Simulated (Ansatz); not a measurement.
**Cl3H3OSi2: molecular dynamics**

The plan is to follow the molecule's vibrations and see whether its bonds hold. The start is relaxed first. Runs: 383 steps of 0.5 fs at constant energy, with velocities drawn for 1500 K. SMILES of the start: [SiH3]O[Si](Cl)(Cl)Cl.

All numbers below are computed with Ansatz 0.2.0 (RKS r2SCAN-D4/6-31G).

## 1. The system as given

Bond lengths: Si1–O2 1.680 Å, O2–Si3 1.680 Å, Si3–H4 1.460 Å, Si3–H5 1.460 Å, Si3–H6 1.460 Å, Si1–Cl7 2.130 Å, Si1–Cl8 2.128 Å, Si1–Cl9 2.128 Å. Angles: Si1–O2–Si3 125.0°, O2–Si1–Cl7 109.4°, O2–Si1–Cl8 109.5°, O2–Si1–Cl9 109.5°, Cl7–Si1–Cl8 109.5°, Cl7–Si1–Cl9 109.5°, Cl8–Si1–Cl9 109.5°, O2–Si3–H4 109.5°, O2–Si3–H5 109.5°, O2–Si3–H6 109.5°, H4–Si3–H5 109.4°, H4–Si3–H6 109.4°, H5–Si3–H6 109.4°.

As a file:

```xyz
9

Si    0.0000    0.0000    0.0000
O     0.0000    0.0000    1.6800
Si   -1.3147   -0.4067    2.6436
H    -2.2390   -1.2403    1.8804
H    -0.8506   -1.1432    3.8157
H    -1.9987    0.8095    3.0733
Cl    2.0086    0.0000   -0.7093
Cl   -1.0032    1.7381   -0.7093
Cl   -1.0032   -1.7381   -0.7093
```

## 2. Relaxing the start

input.yaml reads:

```yaml
crystal:
  periodic: [false, false, false]
  atoms:
    - { symbol: Si, position_ang: [0.0, 0.0, 0.0] }
    - { symbol: O, position_ang: [0.0, 0.0, 1.68] }
    - { symbol: Si, position_ang: [-1.3147, -0.4067, 2.6436] }
    - { symbol: H, position_ang: [-2.239, -1.2403, 1.8804] }
    - { symbol: H, position_ang: [-0.8506, -1.1432, 3.8157] }
    - { symbol: H, position_ang: [-1.9987, 0.8095, 3.0733] }
    - { symbol: Cl, position_ang: [2.0086, 0.0, -0.7093] }
    - { symbol: Cl, position_ang: [-1.0032, 1.7381, -0.7093] }
    - { symbol: Cl, position_ang: [-1.0032, -1.7381, -0.7093] }
basis:
  gaussian: { orbitals: "6-31G" }
hamiltonian:
  xc: r2scan
  dispersion: d4
relax:
  f_tol: 0.02
  max_steps: 40
```

Command:

```bash
$ ansatz run input.yaml --threads 2 --pin off --max-ram 3072MiB --backend cpu --events-out ev --progress --plain --runs-dir out
```

Further steps of the session: The run.

Q: Predict the outcome of this session. Wanted: relaxation of the start; temperature, first and last step; temperature, second half; potential energy, second half; largest change of the total energy; bonds formed or broken.

The runs gave:

| quantity | value |
| --- | --- |
| relaxation of the start | 9 moves, 0.402 eV lower |
| length | 383 steps of 0.5 fs |
| temperature, first and last step | 1500 and 908 K |
| temperature, second half | mean 800 K, from 428 to 1117 K |
| potential energy, second half | +71 meV/atom from the start |
| largest change of the total energy | 0.34 meV/atom |
| bonds formed or broken | 0 |

In words: The temperature starts at 1500 K and averages 800 K in the second half, where it ranges from 428 to 1117 K. About half is expected from a start at a minimum: kinetic energy passes into potential energy until both shares match. The total energy strays from its start by at most 0.34 meV/atom, 0.4 % of the mean kinetic energy, so a step of 0.5 fs is short enough over this time. No bond forms or breaks. A run of 192 fs with 9 atoms shows the motion but fixes no equilibrium value. The nuclei move classically, without zero-point motion, which matters most for hydrogen. The basis is very small, so the numbers are rough.
